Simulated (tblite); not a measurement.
# C3H5ClSn (SMILES C#[C][SnH]([CH3])[Cl]): GFN2-xTB

What is the electronic atomisation energy of C3H5ClSn at GFN2-xTB? 

Program for the calculation: tblite 0.8.0.

17 further runs of the same task are left out: 17 set aside as unsound or not needed.

**1. The molecule**

C3H5ClSn has 10 atoms, charge 0, and is taken as a singlet. As SMILES, `C#[C][SnH]([CH3])[Cl]`. Geometry: optimised at GFN2-xTB.

Bond lengths: C1–C2 1.202 Å, C2–Sn3 2.096 Å, Sn3–C4 2.173 Å, Sn3–Cl5 2.308 Å, C1–H6 1.054 Å, Sn3–H7 1.709 Å, C4–H8 1.084 Å, C4–H9 1.085 Å, C4–H10 1.083 Å. Some angles: C1–C2–Sn3 178.3°, C2–Sn3–C4 112.9°, C2–Sn3–Cl5 106.0°, C4–Sn3–Cl5 107.6°, C2–C1–H6 179.5°, C2–Sn3–H7 106.7°, C4–Sn3–H7 115.6°, Cl5–Sn3–H7 107.6°, Sn3–C4–H8 109.4°, Sn3–C4–H9 108.7°.

**2. The harmonic vibrations at GFN2-xTB**

File geom.xyz:

```xyz
10

C      2.601213     0.002013     1.296591
C      1.680732    -0.146385     0.537773
Sn     0.043575    -0.431572    -0.739000
C     -1.724838     0.659654    -0.103134
Cl    -0.454437    -2.683182    -0.641838
H      3.413266     0.136453     1.954844
H      0.590474    -0.092374    -2.321960
H     -2.544399     0.441676    -0.778262
H     -1.990163     0.337207     0.897877
H     -1.532522     1.725411    -0.099791
```

File xtb_job.py:

```python
import json
import numpy as np
from tblite.interface import Calculator
from tblite.interface import symbols_to_numbers
from ase.data import atomic_masses

symbols = list(map(str, np.loadtxt("geom.xyz", skiprows=2, usecols=0, dtype=str, ndmin=1)))
numbers = np.array(symbols_to_numbers(symbols))
positions = np.loadtxt("geom.xyz", skiprows=2, usecols=(1, 2, 3), ndmin=2) / 0.52917721

tb = Calculator("GFN2-xTB", numbers, positions, charge=0, uhf=0)
tb.set("verbosity", 0)
tb.set("accuracy", 0.01)
res = tb.singlepoint()
h = 0.005  # bohr
n = positions.size
H, D = np.zeros((n, n)), np.zeros((n, 3))
for a in range(n):
    g, d = [], []
    for sign in (1, -1):
        x = positions.ravel().copy()
        x[a] += sign * h
        tb.update(x.reshape(-1, 3))
        y = tb.singlepoint()
        g.append(y.get('gradient').ravel())
        d.append(y.get('dipole'))
    H[a], D[a] = (g[0] - g[1]) / (2 * h), (d[0] - d[1]) / (2 * h)
mass = np.repeat(atomic_masses[numbers], 3)
H = (H + H.T) / 2 / np.sqrt(np.outer(mass, mass))
# project out translations and rotations
com = positions - atomic_masses[numbers] @ positions / atomic_masses[numbers].sum()
T = [np.tile(v, len(numbers)) for v in np.eye(3)] + [np.cross(com, v).ravel() for v in np.eye(3)]
U, sv, _ = np.linalg.svd((np.array(T) * np.sqrt(mass)).T)
Q = U[:, (sv > 1e-3 * sv.max()).sum():]
w, V = np.linalg.eigh(Q.T @ H @ Q)
freq = np.sign(w) * np.sqrt(np.abs(w)) * 5140.487
inten = (((Q @ V).T / np.sqrt(mass)) @ D) ** 2
inten = inten.sum(axis=1) * 974.88
print(f"E = {res.get('energy'):.8f} Eh, max gradient {np.abs(res.get('gradient')).max():.2e} Eh/bohr")
print("mode   frequency/cm^-1   IR/(km/mol)")
for i, (v, s) in enumerate(zip(freq, inten), 1):
    print(f"{i:4d} {v:14.2f} {s:14.3f}")
zpe = freq[freq > 0].sum() / 2 / 219474.63
print(f"imaginary modes: {(freq < -10).sum()}, zero-point energy {zpe:.6f} Eh = {zpe * 2625.4996:.4f} kJ/mol")
out = {k: np.asarray(res.get(k)).tolist() for k in ("energy", "gradient", "charges", "dipole", "orbital-energies", "orbital-occupations")}
out.update(symbols=symbols, positions=(positions * 0.529177210903).tolist(), frequencies=freq.tolist(), intensities=inten.tolist(), zpe=zpe)
json.dump(out, open("results.json", "w"))
```

Started as:

```bash
$ python xtb_job.py
```

Log:

```text
E = -15.54297374 Eh, max gradient 2.75e-05 Eh/bohr
mode   frequency/cm^-1   IR/(km/mol)
   1          69.22          0.017
   2          73.63          1.043
   3          90.96          0.666
   4         111.46          1.704
   5         223.55         19.710
   6         240.90         17.341
   7         311.30         30.766
   8         415.55         35.694
   9         480.47         52.610
  10         492.89        156.492
  11         523.20        146.006
  12         660.87         38.476
  13         662.74         46.055
  14         745.21        111.053
  15         756.37         85.041
  16        1251.27         11.765
  17        1433.74          1.198
  18        1434.83          1.076
  19        1514.20        508.085
  20        2172.95         13.027
  21        3034.72         12.577
  22        3045.20         13.782
  23        3057.85         22.627
  24        3327.47          1.305
imaginary modes: 0, zero-point energy 0.059530 Eh = 156.2953 kJ/mol
```

Wall time 1.4 s (1 thread of Intel Xeon at 2.50GHz (Skylake/Cascade Lake), shared host).

**3. The C atom: a single-point energy at GFN2-xTB**

File job.py:

```python
import json
import numpy as np
from tblite.interface import Calculator

symbols = ["C"]
numbers = np.array([6])
positions = np.array([
    [0.000000, 0.000000, 0.000000],
]) / 0.5291772  # angstrom to bohr

calculator = Calculator("GFN2-xTB", numbers, positions, charge=0, uhf=2)
calculator.set("verbosity", 0)
calculator.set("accuracy", 0.1)
calculator.add("spin-polarization", 1.0)
wfn = calculator.singlepoint()

print(f"E(total): {wfn.get('energy') * 627.5095:.8f} kcal/mol")
eps = np.atleast_2d(wfn.get("orbital-energies")) * 27.211386
occ = np.atleast_2d(wfn.get("orbital-occupations"))
filled = occ.sum(axis=0) if eps.shape[0] == 1 else occ[0]
homo = np.nonzero(filled > 0.5)[0].max()
print(f"HOMO {eps[0, homo]:.4f} eV")
if homo + 1 < eps.shape[1]:
    print(f"LUMO {eps[0, homo + 1]:.4f} eV, gap {eps[0, homo + 1] - eps[0, homo]:.4f} eV")
mu = wfn.get("dipole") * 2.541746
print(f"dipole: {np.linalg.norm(mu):.4f} D, components " + " ".join(f"{c:.4f}" for c in mu))
q = wfn.get("charges")
print("Charges:", " ".join(f"{s}{i + 1}={c:+.4f}" for i, (s, c) in enumerate(zip(symbols, q))))
out = {k: np.asarray(wfn.get(k)).tolist() for k in ("energy", "gradient", "charges", "dipole", "orbital-energies", "orbital-occupations")}
out.update(symbols=symbols, positions=(positions * 0.529177210903).tolist())
json.dump(out, open("results.json", "w"))
```

Started as:

```bash
$ python job.py
```

Log:

```text
E(total): -1153.76806517 kcal/mol
HOMO -14.1114 eV
dipole: 0.0000 D, components 0.0000 0.0000 0.0000
Charges: C1=+0.0000
```

Run time: 0.44 s. Hardware: 1 thread of Intel Xeon at 2.50GHz (Skylake/Cascade Lake), shared host.

**4. The Cl atom: the energy at GFN2-xTB**

File calc.py:

```python
import json
import numpy as np
from ase import Atom, Atoms
from tblite.ase import TBLite
from ase.units import Debye

system = Atoms([
    Atom("Cl", (0.000000, 0.000000, 0.000000)),
])
start = system.get_positions()

system.calc = TBLite(
    method="GFN2-xTB",
    multiplicity=2,
    accuracy=0.1,
    spin_polarization=1.0,
    verbosity=0,
)
print(f"E: {system.get_potential_energy():.6f} eV")
print(f"Dipole: {np.linalg.norm(system.get_dipole_moment()) / Debye:.4f} D")
print("Charges:", np.round(system.get_charges(), 4))
json.dump(dict(energy=system.get_potential_energy(), forces=system.get_forces().tolist(), dipole=system.get_dipole_moment().tolist(), charges=system.get_charges().tolist(),
               symbols=system.get_chemical_symbols(), start=start.tolist(), final=system.positions.tolist()), open("results.json", "w"))
```

Run the same way, it converges to -4.49055 Eh (log not shown).

**5. The H atom: a single-point energy at GFN2-xTB**

File input.xyz:

```xyz
1

H      0.000000     0.000000     0.000000
```

File job.py:

```python
# GFN2-xTB single point with ASE
import json
import numpy as np
from ase.io import read
from tblite.ase import TBLite
from ase.units import Debye

system = read("input.xyz")
start = system.get_positions()

system.calc = TBLite(
    method="GFN2-xTB",
    multiplicity=2,
    accuracy=0.1,
    spin_polarization=1.0,
    verbosity=0,
)
print(f"Energy: {system.get_potential_energy():.6f} eV")
print(f"Dipole: {np.linalg.norm(system.get_dipole_moment()) / Debye:.4f} D")
print("Charges:", np.round(system.get_charges(), 4))
json.dump(dict(energy=system.get_potential_energy(), forces=system.get_forces().tolist(), dipole=system.get_dipole_moment().tolist(), charges=system.get_charges().tolist(),
               symbols=system.get_chemical_symbols(), start=start.tolist(), final=system.positions.tolist()), open("results.json", "w"))
```

Run the same way, it converges to -0.42930 Eh (log not shown).

**6. The Sn atom: the energy at GFN2-xTB**

File job.py:

```python
# GFN2-xTB single point with ASE
import json
import numpy as np
from ase import Atoms
from tblite.ase import TBLite
from ase.units import kcal, mol as mol_
from ase.units import Debye

molecule = Atoms(
    symbols=["Sn"],
    positions=[
        [0.000000, 0.000000, 0.000000],
    ],
)
start = molecule.get_positions()

molecule.calc = TBLite(
    method="GFN2-xTB",
    multiplicity=3,
    accuracy=0.1,
    spin_polarization=1.0,
    verbosity=0,
)
print(f"Potential energy: {molecule.get_potential_energy() / (kcal / mol_):.6f} kcal/mol")
print(f"Dipole: {np.linalg.norm(molecule.get_dipole_moment()) / Debye:.4f} D")
for a, q in zip(molecule, molecule.get_charges()):
    print(f"{a.symbol}{a.index + 1} {q:+.4f}")
json.dump(dict(energy=molecule.get_potential_energy(), forces=molecule.get_forces().tolist(), dipole=molecule.get_dipole_moment().tolist(), charges=molecule.get_charges().tolist(),
               symbols=molecule.get_chemical_symbols(), start=start.tolist(), final=molecule.positions.tolist()), open("results.json", "w"))
```

Run the same way, it converges to -2.03443 Eh (log not shown).

**7. Summary of results**

Level: GFN2-xTB.

```
                                     quantity         value
                       molecule: total energy  -15.54297 Eh
                      molecule: dipole moment        3.04 D
                        molecule: HOMO energy     -11.31 eV
                        molecule: LUMO energy      -6.59 eV
                      molecule: HOMO–LUMO gap       4.71 eV
           molecule: largest force on an atom    0.002 eV/Å
         molecule: lowest harmonic wavenumber       69 cm⁻¹
        molecule: highest harmonic wavenumber     3327 cm⁻¹
                  molecule: zero-point energy  156.3 kJ/mol
                         C atom: total energy   -1.83865 Eh
                        C atom: dipole moment        0.00 D
C atom: HOMO energy (as the program lists it)     -14.11 eV
             C atom: largest force on an atom    0.000 eV/Å
                        Cl atom: total energy   -4.49055 Eh
                       Cl atom: dipole moment        0.00 D
            Cl atom: largest force on an atom    0.000 eV/Å
                         H atom: total energy   -0.42930 Eh
                        H atom: dipole moment        0.00 D
             H atom: largest force on an atom    0.000 eV/Å
                        Sn atom: total energy   -2.03443 Eh
                       Sn atom: dipole moment        0.00 D
            Sn atom: largest force on an atom    0.000 eV/Å
                electronic atomisation energy     36.887 eV
```

What this shows: Taking the molecule apart into free atoms costs 36.89 eV (3559 kJ/mol), before zero-point energy and without spin-orbit coupling. Tight-binding and semi-empirical models aren't fitted to free atoms, so this value can be far from the true one. All 24 modes (molecule) are real, so the shape is a minimum at this level.
